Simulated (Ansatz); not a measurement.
# Cl2H7NOSi: search for a transition state

Wanted: the transition state of a ligand exchange through a proton shuttle (form Si1–N7, H6–O9, Cl2–H8 and break Si1–Cl2, H6–N7, H8–O9). The guess is relaxed with those distances held, a saddle search follows, and vibrations and two downhill relaxations check it.

Computed with Ansatz 0.2.0, Gaussian basis. Level: PBE0-D4, def2-SVP first, then def2-TZVP.

190 further runs of the same task are left out: 190 set aside as unsound or not needed.

## (1) The system as given

The guess: 12 atoms, charge 0, spin multiplicity 1.

Atoms are counted from 1 here; the program's logs count them from 0.

Bond lengths: Si1–H3 1.455 Å, Si1–H4 1.458 Å, Si1–Cl5 2.012 Å, Si1–N7 1.765 Å, H6–N7 1.308 Å, H6–O9 1.217 Å, N7–H10 1.015 Å, N7–H11 1.048 Å, H8–O9 1.097 Å, O9–H12 0.963 Å. Angles: H3–Si1–H4 114.6°, H3–Si1–Cl5 110.6°, H3–Si1–N7 104.4°, H4–Si1–Cl5 109.1°, H4–Si1–N7 112.5°, Cl5–Si1–N7 105.1°, N7–H6–O9 161.1°, Si1–N7–H6 119.1°, Si1–N7–H10 115.9°, Si1–N7–H11 115.6°, H6–N7–H10 105.0°, H6–N7–H11 90.7°, H10–N7–H11 107.3°, H6–O9–H8 90.7°, H6–O9–H12 109.2°, H8–O9–H12 105.5°.

Geometry (Å):

```tsv
atom	x (Å)	y (Å)	z (Å)
Si1	-1.75360	-0.42530	0.08550
Cl2	2.36850	-1.12910	0.93260
H3	-1.37120	-1.45740	-0.86550
H4	-2.53980	-0.90380	1.21570
Cl5	-2.75830	1.05250	-0.83850
H6	0.63670	0.66350	-0.32960
N7	-0.22420	0.29950	0.58510
H8	2.18180	0.09250	-0.26050
O9	1.67660	0.77770	-0.95190
H10	-0.29490	1.09500	1.21140
H11	0.47610	-0.36150	0.99840
H12	1.60210	0.29640	-1.78270
```

Distances that are to change: Si1–N7 1.76 Å, H6–O9 1.22 Å, Cl2–H8 1.72 Å, Si1–Cl2 4.27 Å, H6–N7 1.31 Å, H8–O9 1.10 Å.

## (2) Relaxing the guess with the reacting distances held

hold/in.yaml reads:

```yaml
crystal:
  periodic: [false, false, false]
  atoms:
    - {symbol: Si, position_ang: [-1.753600, -0.425300, 0.085500]}
    - {symbol: Cl, position_ang: [2.368500, -1.129100, 0.932600]}
    - {symbol: H, position_ang: [-1.371200, -1.457400, -0.865500]}
    - {symbol: H, position_ang: [-2.539800, -0.903800, 1.215700]}
    - {symbol: Cl, position_ang: [-2.758300, 1.052500, -0.838500]}
    - {symbol: H, position_ang: [0.636700, 0.663500, -0.329600]}
    - {symbol: N, position_ang: [-0.224200, 0.299500, 0.585100]}
    - {symbol: H, position_ang: [2.181800, 0.092500, -0.260500]}
    - {symbol: O, position_ang: [1.676600, 0.777700, -0.951900]}
    - {symbol: H, position_ang: [-0.294900, 1.095000, 1.211400]}
    - {symbol: H, position_ang: [0.476100, -0.361500, 0.998400]}
    - {symbol: H, position_ang: [1.602100, 0.296400, -1.782700]}
basis:
  gaussian: {orbitals: def2-SVP}
hamiltonian: {xc: pbe0, dispersion: d4}
relax: {f_tol: 0.04, max_steps: 150, escape_saddle: false, constraints: [{distance: [0, 6]}, {distance: [5, 8]}, {distance: [1, 7]}, {distance: [0, 1]}, {distance: [5, 6]}, {distance: [7, 8]}]}
```

Launch:

```console
> ansatz run in.yaml --threads 8 --pin off --events-out ev --progress --plain --max-ram 19148MiB
```

Log:

```text
Functional definition: PBE0
  name "PBE0"
  cite "Adamo & Barone, J. Chem. Phys. 110, 6158 (1999) doi:10.1063/1.478522"
  cite "Perdew, Burke & Ernzerhof, Phys. Rev. Lett. 77, 3865 (1996) doi:10.1103/PhysRevLett.77.3865"
  parent pbe
  parameter a = 0.25
  parameter kappa = 0.804
  parameter beta = 0.06672455060314922
  exchange = (1 - a)*pbe_x(kappa = kappa, mu = beta*pi^2/3) + a*exact_x
  correlation = pbe_c(beta = beta)
1202 factors; integrals over basis functions are off by at most 4.2e-4 eV
mean field evaluation 1: about -36542.2915 eV, gradient 5.4e1 eV
mean field evaluation 2: about -36539.2121 eV, gradient 6.7e1 eV
mean field evaluation 4: about -36547.6649 eV, gradient 1.4e0 eV
mean field evaluation 8: about -36547.6866 eV, gradient 3.0e-2 eV
mean field -36547.68655294 eV, -1343.1027079088 hartree, gradient 5.6e-5 eV, S^2 0.000000; 0 other end points of the search recorded, 0 dependent functions left out
the calculation of the forces begins
reference -36547.68657843 eV, -1343.1027088456 hartree; 35, 35 occupied and 82, 82 virtual orbitals, 1202 factors
relax step   1: F+E_penalty+E_count = -36547.91441128 eV  Δ(F+E_penalty+E_count) = +0.000e0 eV  max|allowed force component| = 6.987e-1 eV/Å  Δτ_max = 0.0000 Å  (25 SCF iters, accepted)
  distance Si 0 - N 6 held at 1.764653 Å   reaction = +2.4141e-1 eV/Å
  distance H 5 - O 8 held at 1.217247 Å   reaction = +4.7305e-1 eV/Å
  distance Cl 1 - H 7 held at 1.717746 Å   reaction = -1.2217e-1 eV/Å
  distance Si 0 - Cl 1 held at 4.266687 Å   reaction = +2.3698e-1 eV/Å
  distance H 5 - N 6 held at 1.307792 Å   reaction = +3.5058e-1 eV/Å
  distance H 7 - O 8 held at 1.096704 Å   reaction = +9.0894e-2 eV/Å
these checks for a lower state are left out or cut short: starts, cluster_reference, orbital_swaps, neighbouring_geometries, increment
1202 factors; integrals over basis functions are off by at most 3.8e-4 eV
mean field evaluation 16: about -36547.6708 eV, gradient 4.9e0 eV
mean field -36547.74597731 eV, -1343.1048917140 hartree, gradient 1.8e-5 eV, S^2 0.000000; 0 other end points of the search recorded, 0 dependent functions left out
the calculation of the forces begins
reference -36547.74600302 eV, -1343.1048926589 hartree; 35, 35 occupied and 82, 82 virtual orbitals, 1202 factors
relax step   2: F+E_penalty+E_count = -36547.97202169 eV  Δ(F+E_penalty+E_count) = -5.761e-2 eV  max|allowed force component| = 2.259e-1 eV/Å  Δτ_max = 0.0780 Å  (28 SCF iters, accepted)
  distance Si 0 - N 6 held at 1.764653 Å   reaction = -1.3626e-1 eV/Å
  distance H 5 - O 8 held at 1.217247 Å   reaction = +3.7219e-1 eV/Å
  distance Cl 1 - H 7 held at 1.717746 Å   reaction = -3.6281e-2 eV/Å
  distance Si 0 - Cl 1 held at 4.266687 Å   reaction = +3.6051e-2 eV/Å
  distance H 5 - N 6 held at 1.307792 Å   reaction = +1.8585e-1 eV/Å
  distance H 7 - O 8 held at 1.096704 Å   reaction = +7.8821e-2 eV/Å
these checks for a lower state are left out or cut short: starts, cluster_reference, orbital_swaps, neighbouring_geometries, increment
1202 factors; integrals over basis functions are off by at most 4.1e-4 eV
mean field -36547.75093255 eV, -1343.1050738159 hartree, gradient 1.9e-5 eV, S^2 0.000000; 0 other end points of the search recorded, 0 dependent functions left out
the calculation of the forces begins
reference -36547.75095824 eV, -1343.1050747600 hartree; 35, 35 occupied and 82, 82 virtual orbitals, 1202 factors
relax step   3: F+E_penalty+E_count = -36547.97714769 eV  Δ(F+E_penalty+E_count) = -5.126e-3 eV  max|allowed force component| = 7.273e-2 eV/Å  Δτ_max = 0.0186 Å  (30 SCF iters, accepted)
  distance Si 0 - N 6 held at 1.764653 Å   reaction = -2.0671e-1 eV/Å
  distance H 5 - O 8 held at 1.217247 Å   reaction = +3.5282e-1 eV/Å
  distance Cl 1 - H 7 held at 1.717746 Å   reaction = -5.0081e-2 eV/Å
  distance Si 0 - Cl 1 held at 4.266687 Å   reaction = +7.7466e-2 eV/Å
  distance H 5 - N 6 held at 1.307792 Å   reaction = +1.2278e-1 eV/Å
  distance H 7 - O 8 held at 1.096704 Å   reaction = +8.4615e-2 eV/Å
these checks for a lower state are left out or cut short: starts, cluster_reference, orbital_swaps, neighbouring_geometries, increment
1202 factors; integrals over basis functions are off by at most 4.0e-4 eV
mean field evaluation 32: about -36547.7517 eV, gradient 4.8e-4 eV
mean field -36547.75168466 eV, -1343.1051014554 hartree, gradient 1.2e-5 eV, S^2 0.000000; 0 other end points of the search recorded, 0 dependent functions left out
the calculation of the forces begins
reference -36547.75171035 eV, -1343.1051023995 hartree; 35, 35 occupied and 82, 82 virtual orbitals, 1202 factors
relax step   4: F+E_penalty+E_count = -36547.97792679 eV  Δ(F+E_penalty+E_count) = -7.791e-4 eV  max|allowed force component| = 2.119e-2 eV/Å  Δτ_max = 0.0090 Å  (24 SCF iters, accepted)
  distance Si 0 - N 6 held at 1.764653 Å   reaction = -2.1539e-1 eV/Å
  distance H 5 - O 8 held at 1.217247 Å   reaction = +3.4234e-1 eV/Å
  distance Cl 1 - H 7 held at 1.717746 Å   reaction = -5.3106e-2 eV/Å
  distance Si 0 - Cl 1 held at 4.266687 Å   reaction = +9.4682e-2 eV/Å
  distance H 5 - N 6 held at 1.307792 Å   reaction = +1.1218e-1 eV/Å
  distance H 7 - O 8 held at 1.096704 Å   reaction = +9.6131e-2 eV/Å
1202 factors; integrals over basis functions are off by at most 4.0e-4 eV
mean field -36547.75168466 eV, -1343.1051014554 hartree, gradient 1.2e-5 eV, S^2 0.000000; 1 other end points of the search recorded, 0 dependent functions left out
the calculation of the forces begins
reference -36547.75171035 eV, -1343.1051023995 hartree; 35, 35 occupied and 82, 82 virtual orbitals, 1202 factors
Total energy: -36547.97795248 eV, -1343.1134166445 hartree
Atom 0 at    -1.730313    -0.411900     0.078852 Å, force    -0.092206    -0.093519    -0.051198 eV/Å
Atom 1 at     2.385262    -1.165525     0.914744 Å, force    -0.086631    -0.018426     0.015876 eV/Å
Atom 2 at    -1.369576    -1.491906    -0.871176 Å, force     0.000663     0.001510     0.016994 eV/Å
Atom 3 at    -2.530116    -0.900355     1.230103 Å, force     0.007913     0.006108    -0.005951 eV/Å
Atom 4 at    -2.803060     1.049185    -0.896670 Å, force     0.003160    -0.007066     0.002033 eV/Å
Atom 5 at     0.635573     0.682487    -0.322442 Å, force     0.222609     0.005664    -0.087771 eV/Å
Atom 6 at    -0.217889     0.330386     0.603813 Å, force     0.257792     0.130024    -0.011412 eV/Å
Atom 7 at     2.180202     0.045609    -0.285988 Å, force    -0.053662     0.098038    -0.102150 eV/Å
Atom 8 at     1.681998     0.773616    -0.937569 Å, force    -0.260047    -0.104343     0.213556 eV/Å
Atom 9 at    -0.320320     1.110589     1.255731 Å, force    -0.021191    -0.015472     0.000844 eV/Å
Atom 10 at     0.490167    -0.347927     1.020413 Å, force     0.005117    -0.011821    -0.001648 eV/Å
Atom 11 at     1.597871     0.325741    -1.789810 Å, force     0.016483     0.009304     0.010826 eV/Å
Dipole moment:    -0.913664     0.349610    -0.333807 e Å
```

Run time: 6.5 s. Hardware: 8 threads of Arm Neoverse V1, shared host.

The steps of the relaxation:

```tsv
step	energy from step 1 (eV)	largest force component (eV/Å)
1	0.0000	0.6987
2	-0.0576	0.2259
3	-0.0627	0.0727
4	-0.0635	0.0212
```

Close pairs (by a distance rule), those that changed most:

```tsv
bond	before (Å)	after (Å)	change (Å)
Si1–Cl5	2.012	2.058	+0.047
Si1–H3	1.455	1.483	+0.028
Si1–H4	1.458	1.484	+0.027
N7–H11	1.048	1.065	+0.017
N7–H10	1.015	1.022	+0.007
O9–H12	0.963	0.966	+0.003
H8–O9	1.097	1.097	+0.000
Si1–N7	1.765	1.765	+0.000
```

## (3) A starting Hessian

hessian/in.yaml reads:

```yaml
crystal:
  periodic: [false, false, false]
  atoms:
    - {symbol: Si, position_ang: [-1.730313, -0.411900, 0.078852]}
    - {symbol: Cl, position_ang: [2.385262, -1.165525, 0.914744]}
    - {symbol: H, position_ang: [-1.369576, -1.491906, -0.871176]}
    - {symbol: H, position_ang: [-2.530116, -0.900355, 1.230103]}
    - {symbol: Cl, position_ang: [-2.803060, 1.049185, -0.896670]}
    - {symbol: H, position_ang: [0.635573, 0.682487, -0.322442]}
    - {symbol: N, position_ang: [-0.217889, 0.330386, 0.603813]}
    - {symbol: H, position_ang: [2.180202, 0.045609, -0.285988]}
    - {symbol: O, position_ang: [1.681998, 0.773616, -0.937569]}
    - {symbol: H, position_ang: [-0.320320, 1.110589, 1.255731]}
    - {symbol: H, position_ang: [0.490167, -0.347927, 1.020413]}
    - {symbol: H, position_ang: [1.597871, 0.325741, -1.789810]}
basis:
  gaussian: {orbitals: def2-SVP}
hamiltonian: {xc: pbe0, dispersion: d4}
phonons: {}
scf: {lower_state_search: off}
```

Launch:

```console
> ansatz run in.yaml --threads 8 --pin off --events-out ev --progress --plain --max-ram 19148MiB
```

Log, cut to the lines that bear on the results:

```text
[... 5 set-up lines as earlier in the session ...]
[...]
1204 factors; integrals over basis functions are off by at most 3.5e-4 eV
[...]
mean field -36547.75169511 eV, -1343.1051018396 hartree, gradient 2.7e-6 eV, S^2 0.000000; 0 other end points of the search recorded, 0 dependent functions left out
[...]
reference -36547.75172082 eV, -1343.1051027844 hartree; 35, 35 occupied and 82, 82 virtual orbitals, 1204 factors
[... from here to the last solve, the lines of the solves are left out (71 solves) ...]
1204 factors; integrals over basis functions are off by at most 3.5e-4 eV
[...]
mean field -36547.75154857 eV, -1343.1050964541 hartree, gradient 1.3e-6 eV, S^2 0.000000; 0 other end points of the search recorded, 0 dependent functions left out
[...]
WARN: phonons: modes at or below zero, which the zero-point energy, F, S and C_V leave out: 1, the lowest at -916.94 cm⁻¹. A minimum has none, and a first-order saddle one
[...]
Atom 5 at     0.635573     0.682487    -0.322442 Å, force     0.222631     0.005632    -0.087749 eV/Å
Atom 6 at    -0.217889     0.330386     0.603813 Å, force     0.257798     0.130071    -0.011493 eV/Å
Atom 7 at     2.180202     0.045609    -0.285988 Å, force    -0.053612     0.097952    -0.102075 eV/Å
Atom 8 at     1.681998     0.773616    -0.937569 Å, force    -0.260044    -0.104317     0.213486 eV/Å
Atom 9 at    -0.320320     1.110589     1.255731 Å, force    -0.021192    -0.015452     0.000865 eV/Å
Atom 10 at     0.490167    -0.347927     1.020413 Å, force     0.005078    -0.011834    -0.001634 eV/Å
Atom 11 at     1.597871     0.325741    -1.789810 Å, force     0.016484     0.009333     0.010868 eV/Å
Dipole moment:    -0.913665     0.349610    -0.333807 e Å
Vibrations: -916.94 31.39 44.30 96.30 175.23 284.14 402.71 448.15 507.08 548.58 572.55 602.34 665.29 712.89 830.56 889.23 956.17 982.99 1080.50 1115.82 1503.89 1545.60 1620.95 1762.20 2007.65 2283.00 2299.82 2876.67 3565.19 3865.09 cm⁻¹, zero-point energy 2.124859 eV
Checks for a lower state left out: stability, starts, cluster_reference, orbital_swaps, neighbouring_geometries, increment
```

Wall time 50 s (8 threads of Arm Neoverse V1, shared host).

The structure is not stationary yet, so these wavenumbers are no spectrum; the search needs only the force constants.

## (4) Saddle search in the small basis

The search itself is an outer loop (partitioned rational-function steps, Bofill update of the Hessian). Each step is one single-point run with forces. It stops when the largest force is under 0.04 eV/Å and the followed curvature is negative. The first step's input:

presaddle/in.yaml reads:

```yaml
crystal:
  periodic: [false, false, false]
  atoms:
    - {symbol: Si, position_ang: [-1.730313, -0.411900, 0.078852]}
    - {symbol: Cl, position_ang: [2.385262, -1.165525, 0.914744]}
    - {symbol: H, position_ang: [-1.369576, -1.491906, -0.871176]}
    - {symbol: H, position_ang: [-2.530116, -0.900355, 1.230103]}
    - {symbol: Cl, position_ang: [-2.803060, 1.049185, -0.896670]}
    - {symbol: H, position_ang: [0.635573, 0.682487, -0.322442]}
    - {symbol: N, position_ang: [-0.217889, 0.330386, 0.603813]}
    - {symbol: H, position_ang: [2.180202, 0.045609, -0.285988]}
    - {symbol: O, position_ang: [1.681998, 0.773616, -0.937569]}
    - {symbol: H, position_ang: [-0.320320, 1.110589, 1.255731]}
    - {symbol: H, position_ang: [0.490167, -0.347927, 1.020413]}
    - {symbol: H, position_ang: [1.597871, 0.325741, -1.789810]}
basis:
  gaussian: {orbitals: def2-SVP}
hamiltonian: {xc: pbe0, dispersion: d4}
output: {forces: true}
scf: {lower_state_search: off}
```

Launch:

```console
> ansatz run in.yaml --threads 8 --pin off --events-out ev --progress --plain --max-ram 19148MiB
```

The driver's record:

```tsv
step	energy (eV)	largest force (eV/Å)	followed curvature (eV/Å²)
1	-36547.97795	0.2601	-4.65
2	-36547.99391	0.1117	-4.64
3	-36548.00530	0.2104	-4.64
4	-36548.01399	0.0602	-4.64
5	-36548.01035	0.8256	-4.64
6	-36547.97706	1.8283	-4.64
7	-36548.02674	0.4081	-4.64
8	-36548.04172	0.1998	-4.64
9	-36548.06344	0.2376	-4.64
10	-36548.08633	0.3206	-4.64
11	-36548.06064	1.6253	-4.64
14	-36548.19278	0.3071	-4.62
17	-36548.20278	0.6078	-4.80
20	-36548.21634	0.2819	-5.62
23	-36548.22063	0.1763	-5.87
26	-36548.22238	0.0988	-3.97
28	-36548.22158	0.0830	-3.50
29	-36548.22119	0.0645	-4.12
30	-36548.22147	0.1133	-4.20
31	-36548.22213	0.0521	-3.99
32	-36548.22235	0.0973	-5.13
33	-36548.22233	0.0534	-5.00
34	-36548.22239	0.0454	-4.92
35	-36548.22256	0.0347	-4.94
```

The 35 steps took 27 s in all (8 threads of Arm Neoverse V1, shared host).

## (5) Saddle search in triple zeta

A small driver takes partitioned rational-function steps: uphill along one mode, downhill along the rest. It calls the program once a step for energy and forces and updates the Hessian by Bofill's formula. It stops when the largest force is under 0.018 eV/Å and the followed curvature is negative. The first step's input:

saddle/in.yaml reads:

```yaml
crystal:
  periodic: [false, false, false]
  atoms:
    - {symbol: Si, position_ang: [-1.280045, -0.501287, 0.074999]}
    - {symbol: Cl, position_ang: [1.222533, -1.822710, 0.521221]}
    - {symbol: H, position_ang: [-0.899679, -0.988170, -1.268781]}
    - {symbol: H, position_ang: [-1.652224, -1.493960, 1.101406]}
    - {symbol: Cl, position_ang: [-3.039354, 0.596174, -0.294590]}
    - {symbol: H, position_ang: [0.984181, 0.841804, -0.280103]}
    - {symbol: N, position_ang: [-0.202778, 0.820028, 0.642126]}
    - {symbol: H, position_ang: [1.784483, -0.562762, -0.302910]}
    - {symbol: O, position_ang: [1.868593, 0.493072, -0.781868]}
    - {symbol: H, position_ang: [-0.716588, 1.687149, 0.805873]}
    - {symbol: H, position_ang: [0.274001, 0.542451, 1.502594]}
    - {symbol: H, position_ang: [1.656675, 0.388211, -1.719967]}
basis:
  gaussian: {orbitals: def2-TZVP}
hamiltonian: {xc: pbe0, dispersion: d4}
output: {forces: true}
scf: {lower_state_search: off}
```

Launch:

```console
> ansatz run in.yaml --threads 8 --pin off --events-out ev --progress --plain --max-ram 19148MiB
```

Step by step:

```tsv
step	energy (eV)	largest force (eV/Å)	followed curvature (eV/Å²)
1	-36564.01490	0.3190	-4.94
2	-36564.02568	0.3510	-4.91
3	-36564.02724	0.3551	-4.97
4	-36564.02440	0.3491	-5.01
5	-36564.03072	0.2272	-5.06
6	-36564.03185	0.1553	-5.12
7	-36564.03171	0.2811	-5.60
8	-36564.03317	0.0887	-5.37
9	-36564.03331	0.0488	-4.52
10	-36564.03339	0.0584	-4.33
11	-36564.03336	0.0346	-4.11
12	-36564.03339	0.0463	-4.23
13	-36564.03346	0.0248	-4.18
14	-36564.03340	0.0903	-4.43
15	-36564.03349	0.0129	-3.87
```

The 15 steps took 28 s in all (8 threads of Arm Neoverse V1, shared host).

Geometry at the end of the search:

```
Si   -1.2966   -0.4974    0.0923
Cl    1.2043   -1.8927    0.4351
H    -0.9613   -0.9815   -1.2541
H    -1.6152   -1.4774    1.1376
Cl   -3.0794    0.5520   -0.2195
H     0.9723    0.8132   -0.2628
N    -0.2152    0.8214    0.6139
H     1.7866   -0.5944   -0.3278
O     1.8944    0.4804   -0.7304
H    -0.7119    1.7015    0.6995
H     0.2222    0.6064    1.5054
H     1.7996    0.4685   -1.6890
```

Followed mode, largest move set to 1: H6 (0.86, 0.01, -0.52); H8 (-0.21, -0.65, 0.32); Cl2 (0.57, 0.15, -0.16); H11 (-0.26, 0.17, 0.15).

## (6) Vibrations at the point found

vib/in.yaml reads:

```yaml
crystal:
  periodic: [false, false, false]
  atoms:
    - {symbol: Si, position_ang: [-1.296642, -0.497426, 0.092258]}
    - {symbol: Cl, position_ang: [1.204300, -1.892708, 0.435074]}
    - {symbol: H, position_ang: [-0.961306, -0.981473, -1.254139]}
    - {symbol: H, position_ang: [-1.615180, -1.477400, 1.137601]}
    - {symbol: Cl, position_ang: [-3.079426, 0.551970, -0.219496]}
    - {symbol: H, position_ang: [0.972288, 0.813176, -0.262822]}
    - {symbol: N, position_ang: [-0.215181, 0.821444, 0.613862]}
    - {symbol: H, position_ang: [1.786626, -0.594370, -0.327760]}
    - {symbol: O, position_ang: [1.894374, 0.480437, -0.730426]}
    - {symbol: H, position_ang: [-0.711879, 1.701476, 0.699521]}
    - {symbol: H, position_ang: [0.222221, 0.606366, 1.505351]}
    - {symbol: H, position_ang: [1.799605, 0.468507, -1.689024]}
basis:
  gaussian: {orbitals: def2-TZVP}
hamiltonian: {xc: pbe0, dispersion: d4}
phonons: {temperatures: {t_min: 298.15, t_max: 900, t_step: 200}}
```

Launch:

```console
> ansatz run in.yaml --threads 8 --pin off --events-out ev --progress --plain --max-ram 19148MiB
```

Log, cut to the lines that bear on the results:

```text
[... 5 set-up lines as earlier in the session ...]
[...]
1418 factors; their error is unknown
[...]
mean field -36563.78385132 eV, -1343.6942727132 hartree, gradient 3.3e-5 eV, S^2 0.000000; 0 other end points of the search recorded, 0 dependent functions left out
[...]
reference -36563.78388307 eV, -1343.6942738801 hartree; 35, 35 occupied and 180, 180 virtual orbitals, 1418 factors
[... from here to the last solve, the lines of the solves are left out (71 solves) ...]
1418 factors; their error is unknown
mean field -36563.78372508 eV, -1343.6942680740 hartree, gradient 1.6e-6 eV, S^2 0.000000; 0 other end points of the search recorded, 0 dependent functions left out
[...]
WARN: phonons: modes at or below zero, which the zero-point energy, F, S and C_V leave out: 1, the lowest at -458.01 cm⁻¹. A minimum has none, and a first-order saddle one
[...]
Atom 4 at    -3.079426     0.551970    -0.219496 Å, force     0.001914    -0.002969    -0.001096 eV/Å
Atom 5 at     0.972288     0.813176    -0.262822 Å, force    -0.001721     0.003039    -0.005136 eV/Å
Atom 6 at    -0.215181     0.821444     0.613862 Å, force    -0.004183    -0.001225     0.001907 eV/Å
Atom 7 at     1.786626    -0.594370    -0.327760 Å, force     0.002574    -0.007129     0.003329 eV/Å
Atom 8 at     1.894374     0.480437    -0.730426 Å, force     0.000588     0.004473     0.011579 eV/Å
Atom 9 at    -0.711879     1.701476     0.699521 Å, force     0.000533     0.002731     0.001224 eV/Å
Atom 10 at     0.222221     0.606366     1.505351 Å, force     0.003002    -0.003761    -0.000600 eV/Å
Atom 11 at     1.799605     0.468507    -1.689024 Å, force    -0.001222    -0.004541    -0.009840 eV/Å
Dipole moment:     0.112439     0.789352    -0.216607 e Å
Vibrations: -458.01 67.84 122.28 142.50 167.47 245.87 393.35 471.74 474.80 504.12 588.08 638.93 684.66 761.87 783.78 848.00 878.25 921.36 987.87 1208.29 1352.37 1558.58 1573.62 1668.45 2085.37 2298.34 2326.46 3512.84 3601.23 3857.51 cm⁻¹, zero-point energy 2.152727 eV
```

Wall time 2.1 min (8 threads of Arm Neoverse V1, shared host); peak memory 0.67 GiB.

The modes, with what each moves most:

```tsv
mode	wavenumber (cm⁻¹)	character
1	458i	changes H6–O9, Cl2–H8, H6–N7, H8–O9
2	68	torsion
3	122	not assigned (largely outside the bonds, angles and torsions drawn)
4	142	not assigned (largely outside the bonds, angles and torsions drawn)
5	167	bend with torsion
6	246	bend
7	393	torsion
8	472	Cl–H and Si–Cl stretch
9	475	torsion with bend
10	504	Si–Cl stretch with torsion
11	588	bend
12	639	not assigned (largely outside the bonds, angles and torsions drawn)
13	685	not assigned (largely outside the bonds, angles and torsions drawn)
14	762	Si–N stretch with bend
15	784	bend with torsion
16	848	bend with torsion
17	878	bend with torsion
18	921	bend
19	988	bend
20	1208	bend with O–H stretch
21	1352	bend
22	1559	bend
23	1574	bend
24	1668	bend
25	2085	O–H stretch
26	2298	Si–H stretch
27	2326	Si–H stretch
28	3513	N–H stretch
29	3601	N–H stretch
30	3858	O–H stretch
```

Vibrational sums (real modes only):

```tsv
T (K)	entropy (J/mol/K)	heat capacity (J/mol/K)
298	82.2	90.1
498	139.1	132.0
698	188.3	158.8
898	230.6	177.2
```

[end of part 1 of 2]
